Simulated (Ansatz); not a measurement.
## TlS, space group Pm-3m: a single point from an input typed as a dict, step by step

With Ansatz 0.2.0 through its Python package.

Interactive session:
```pycon
>>> import json
>>> import ansatz as az
>>> import numpy as np
>>> config = {
...     "crystal": {
...         "lattice": [[3.595635, 0.0, 0.0], [0.0, 3.595635, 0.0], [0.0, 0.0, 3.595635]],
...         "atoms": [
...             {"symbol": "Tl", "position": [0.5, 0.5, 0.5]},
...             {"symbol": "S", "position": [0.0, 0.0, 0.0]},
...         ],
...     },
...     "kpoints": {"mp_grid": {"kspacing": 0.3}},
...     "hamiltonian": {"xc": "r2scan"},
...     "scf": {"occupations": {"method": "gaussian", "width": 0.05}},
...     "output": {"forces": True},
... }
>>> planned = az.Session.from_dict(config).plan(threads=1, pin="off")
DeckWarning: basis.ecutwfc = 500 eV, auto-derived from the records' recommended cutoffs: set by Tl (their level for a meta-GGA)
>>> done = planned.execute()

>>> r = done.report
>>> done.unlabelled_reasons
[]
>>> print(f"free energy      {r['free_energy_ev']:.5f} eV")
free energy      -12364.48163 eV
>>> print(f"per atom         {r['free_energy_ev'] / len(done.lattice.sites):.5f} eV")
per atom         -6182.24082 eV
>>> print(f"SCF iterations   {r['n_iterations']}  (converged: {r['converged']})")
SCF iterations   6  (converged: True)
>>> # forces in eV per angstrom
>>> forces = np.array(r["forces_ev_ang"])
>>> norms = np.linalg.norm(forces, axis=1)
>>> print("largest force {:.4f} eV/A on atom {}".format(norms.max(), norms.argmax()))
largest force 0.0000 eV/A on atom 0
>>> print(np.array2string(forces, precision=4, suppress_small=True))
[[ 0. -0. -0.]
 [-0. -0.  0.]]
>>> keep = ["free_energy_ev", "energy_sigma0_ev", "fermi_energy_ev", "n_iterations", "converged", "magnetization_mub", "n_kpoints"]
>>> with open("tls.json", "w") as handle:
...     json.dump({key: r[key] for key in keep}, handle, indent=1)
...
```

`tls.json`, as written:
```json
{
 "free_energy_ev": -12364.481632502824,
 "energy_sigma0_ev": -12364.480220433175,
 "fermi_energy_ev": 7.994706579862313,
 "n_iterations": 6,
 "converged": true,
 "magnetization_mub": 0.0,
 "n_kpoints": 20
}
```

What to keep in mind:
- Total energies depend on the potentials; only differences at equal settings carry meaning.
- Spin-orbit coupling, which matters for elements this heavy, is left out.
- The structure comes from a database of computed cells and needn't be a stable or known phase.
- Warnings are shown shortened and without file and line.
- Wall time of the script: 2.5 s on 1 thread of Arm Neoverse V1 (shared host), peak memory 0.41 GiB.

(Lines on the test bed's own set-up are left out of the output.)
